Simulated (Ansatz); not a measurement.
# C₄H₃F₅: ionisation energy by level of theory

Aim: the vertical ionisation energy of C₄H₃F₅, as cation minus neutral at the neutral's geometry, on several levels, and how well −ε(HOMO) stands in for it.

Computed with Ansatz 0.2.0, Gaussian basis. Level: unrestricted cation, the program's frozen cores in correlated methods.

Plan: UKS PBE-D4/def2-TZVPP; UKS r2SCAN-D4/def2-TZVPP; UKS PBE0-D4/def2-TZVPP; UKS B3LYP-D4/def2-TZVPP; UKS wB97X-V/def2-TZVPP; UKS wB97M-V/def2-TZVPP; UKS B2PLYP/def2-TZVPP; UHF-CCSD(T)/def2-TZVPP; UHF-MP2/def2-QZVPP; extrapolation to the limit; then −ε(HOMO) from the neutral's earlier runs with LDA (SPW92), PBE-D4, revPBE-D4, BLYP-D4, r2SCAN-D4, B97M-V, PBE0-D4, B3LYP-D4, r2SCANh-D4, r2SCAN0-D4, HSE06-D4, BHLYP-D4, CAM-B3LYP-D4, LC-ωPBE, ωB97X-V, ωB97M-V.

**1. The geometry**

The geometry comes from an earlier relaxation with PBE0-D4 in a triple-zeta def2 set; it is a stationary point, not always the lowest conformer.

SMILES `F/C(=C/C(F)F)C(F)F`, 12 atoms, charge 0, spin multiplicity 1.

Atoms are counted from 1 here; the program's logs count them from 0.

Bond lengths: F1–C2 1.337 Å, C2–C3 1.320 Å, C2–C7 1.502 Å, C3–C4 1.487 Å, C3–H10 1.086 Å, C4–F5 1.360 Å, C4–F6 1.360 Å, C4–H11 1.088 Å, C7–F8 1.349 Å, C7–F9 1.353 Å, C7–H12 1.095 Å. Angles: F1–C2–C3 119.5°, F1–C2–C7 108.5°, C3–C2–C7 132.0°, C2–C3–C4 127.4°, C2–C3–H10 117.6°, C4–C3–H10 114.9°, C3–C4–F5 108.5°, C3–C4–F6 109.0°, C3–C4–H11 115.6°, F5–C4–F6 106.7°, F5–C4–H11 108.3°, F6–C4–H11 108.4°, C2–C7–F8 112.2°, C2–C7–F9 109.5°, C2–C7–H12 110.3°, F8–C7–F9 107.9°, F8–C7–H12 108.7°, F9–C7–H12 108.1°.

As a file:

```xyz
12
charge 0, multiplicity 1
F    -0.4445    0.3575   -2.2350
C    -0.1144    0.2332   -0.9454
C    -0.7532   -0.6429   -0.1922
C    -0.5186   -0.9402    1.2457
F    -0.3047   -2.2761    1.3806
F    -1.6473   -0.6510    1.9477
C     0.9886    1.2061   -0.6393
F     1.1972    1.3391    0.6864
F     2.1409    0.7721   -1.2002
H    -1.5372   -1.2307   -0.6592
H     0.3148   -0.4126    1.7040
H     0.7554    2.1906   -1.0591
```

**2. Cation, UKS PBE-D4/def2-TZVPP**

The input, in.yaml:

```yaml
crystal:
  periodic: [false, false, false]
  atoms:
    - {symbol: F, position_ang: [-0.444509, 0.357505, -2.234958]}
    - {symbol: C, position_ang: [-0.114419, 0.233211, -0.945360]}
    - {symbol: C, position_ang: [-0.753153, -0.642926, -0.192210]}
    - {symbol: C, position_ang: [-0.518560, -0.940167, 1.245664]}
    - {symbol: F, position_ang: [-0.304663, -2.276145, 1.380590]}
    - {symbol: F, position_ang: [-1.647348, -0.651013, 1.947707]}
    - {symbol: C, position_ang: [0.988582, 1.206130, -0.639273]}
    - {symbol: F, position_ang: [1.197199, 1.339077, 0.686446]}
    - {symbol: F, position_ang: [2.140871, 0.772082, -1.200244]}
    - {symbol: H, position_ang: [-1.537234, -1.230728, -0.659202]}
    - {symbol: H, position_ang: [0.314809, -0.412586, 1.703990]}
    - {symbol: H, position_ang: [0.755425, 2.190559, -1.059148]}
basis:
  gaussian: {orbitals: def2-TZVPP}
total_charge: 1
magnetization: {spin_polarized: true, initial_magnetization: 1}
hamiltonian: {xc: pbe, dispersion: d4}
```

On the command line:

```console
> ansatz run in.yaml --threads 2 --pin off --events-out ev --progress --plain --max-ram 32768MiB --backend cuda --devices 0, --max-vram 18GiB
```

The runs that follow: Cation, UKS r2SCAN-D4/def2-TZVPP; Cation, UKS PBE0-D4/def2-TZVPP; Cation, UKS B3LYP-D4/def2-TZVPP; Cation, UKS wB97X-V/def2-TZVPP; Cation, UKS wB97M-V/def2-TZVPP; Cation, UKS B2PLYP (frozen core)/def2-TZVPP; Cation, UHF-CCSD(T)/def2-TZVPP; Cation, UHF-MP2/def2-QZVPP.

**Question.** What will the summary of the whole plan be? Wanted: ionisation energy, CCSD(T)/CBS; nearest functional by difference; nearest −ε(HOMO); −ε(HOMO) of PBE; T1 of the cation.

As calculated:

| quantity | value |
| --- | --- |
| ionisation energy, CCSD(T)/CBS | 11.42 eV |
| nearest functional by difference | B2PLYP (-0.34 eV) |
| nearest −ε(HOMO) | LC-ωPBE (+0.06 eV) |
| −ε(HOMO) of PBE | 7.35 eV |
| T1 of the cation | 0.018 |

What this shows: By cation minus neutral, the functionals miss by 0.74 eV at most. −ε(HOMO) of PBE misses by 4.1 eV, since self-interaction lifts the level. Among orbital estimates LC-ωPBE comes nearest. Hartree-Fock falls 1.35 eV short, as the neutral has more correlation energy than the cation.
